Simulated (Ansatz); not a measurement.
**AlBrH₄N₂: up Jacob's ladder to CCSD(T)**

An exercise on one series of results from a longer session: the logs are not shown, and one member is left open.

Computed with Ansatz 0.2.0, Gaussian basis. Level: functionals in def2-TZVPP, the program's frozen cores in correlated methods.

Levels to be run: LDA (SPW92), PBE-D4, revPBE-D4, BLYP-D4, r2SCAN-D4, B97M-V, PBE0-D4, B3LYP-D4, r2SCANh-D4, r2SCAN0-D4, HSE06-D4, BHLYP-D4, CAM-B3LYP-D4, LC-ωPBE, ωB97X-V, ωB97M-V, B2PLYP, PBE-QIDH; CCSD(T)/def2-SVP; CCSD(T)/def2-TZVPP; MP2/def2-QZVPP; extrapolation to the limit; RPA on PBE.

## The relaxed structure

The geometry comes from an earlier relaxation with PBE0-D4 in a triple-zeta def2 set; it is a stationary point, not always the lowest conformer.

SMILES `[NH2][Al]([NH2])[Br]`, 8 atoms, charge 0, spin multiplicity 1.

Atoms are counted from 1 here; the program's logs count them from 0.

Bond lengths: N1–Al2 1.758 Å, N1–H5 1.006 Å, N1–H6 1.006 Å, Al2–N3 1.758 Å, Al2–Br4 2.258 Å, N3–H7 1.006 Å, N3–H8 1.006 Å. Angles: Al2–N1–H5 123.5°, Al2–N1–H6 125.8°, H5–N1–H6 110.6°, N1–Al2–N3 123.6°, N1–Al2–Br4 118.2°, N3–Al2–Br4 118.2°, Al2–N3–H7 125.8°, Al2–N3–H8 123.5°, H7–N3–H8 110.6°.

Set-up of the first run:

Input file in.yaml:

```yaml
crystal:
  periodic: [false, false, false]
  atoms:
    - {symbol: N, position_ang: [-0.268883, 1.555179, -0.103512]}
    - {symbol: Al, position_ang: [-0.163200, -0.171986, -0.412220]}
    - {symbol: N, position_ang: [0.559609, -1.317484, 0.708024]}
    - {symbol: Br, position_ang: [-1.003331, -0.962693, -2.353470]}
    - {symbol: H, position_ang: [-0.682955, 2.210385, -0.745150]}
    - {symbol: H, position_ang: [0.065777, 2.027745, 0.719229]}
    - {symbol: H, position_ang: [0.966115, -1.091823, 1.600239]}
    - {symbol: H, position_ang: [0.619066, -2.306222, 0.531060]}
basis:
  gaussian: {orbitals: def2-TZVPP}
hamiltonian: {xc: lda}
output: {orbitals: {seedname: orbitals}}
```

Started as:

```console
> ansatz run in.yaml --threads 4 --pin off --events-out ev --progress --plain --max-ram 10444MiB
```

Among the steps run: LDA; PBE-D4 (GGA); revPBE-D4 (GGA); BLYP-D4 (GGA); r2SCAN-D4 (meta-GGA); B97M-V (meta-GGA); B3LYP-D4 (hybrid); r2SCANh-D4 (hybrid); r2SCAN0-D4 (hybrid); HSE06-D4 (hybrid); BHLYP-D4 (hybrid); CAM-B3LYP-D4 (range-separated); LC-ωPBE (range-separated); ωB97X-V (range-separated); ωB97M-V (range-separated); B2PLYP (double hybrid); PBE-QIDH (double hybrid).

One table of the session follows, with a row left open; its other results are not shown here.

It belongs to the step «Orbital energies across the functionals». 

| functional | HOMO (eV) | gap (eV) |
| --- | --- | --- |
| LDA (SPW92) | -6.05 | 4.86 |
| PBE-D4 | -5.86 | 4.87 |
| revPBE-D4 | -5.80 | 4.92 |
| BLYP-D4 | -5.73 | 4.78 |
| r2SCAN-D4 | -6.17 | 5.70 |
| B97M-V | -6.20 | 5.43 |
| PBE0-D4 | -7.30 | 7.12 |
| B3LYP-D4 | -7.04 | 6.57 |
| r2SCANh-D4 | -6.71 | 6.48 |
| r2SCAN0-D4 | -7.52 | 7.65 |
| HSE06-D4 | -6.89 | 6.35 |
| BHLYP-D4 | ? | ? |
| CAM-B3LYP-D4 | -8.75 | 9.42 |
| LC-ωPBE | -10.22 | 12.15 |
| ωB97X-V | -9.80 | 11.51 |
| ωB97M-V | -9.69 | 11.03 |

Q: Estimate the row for BHLYP-D4 from the others.

Worked estimate for «HOMO (eV)». Against the share of exact exchange, BLYP-D4 (0, -5.73), B3LYP-D4 (0.2, -7.04) give a slope of -6.55 per unit share; at 0.5 the line stands at -9.00.

As computed: HOMO (eV): -8.63; gap (eV): 9.15. In «HOMO (eV)» the line misses by -0.37.
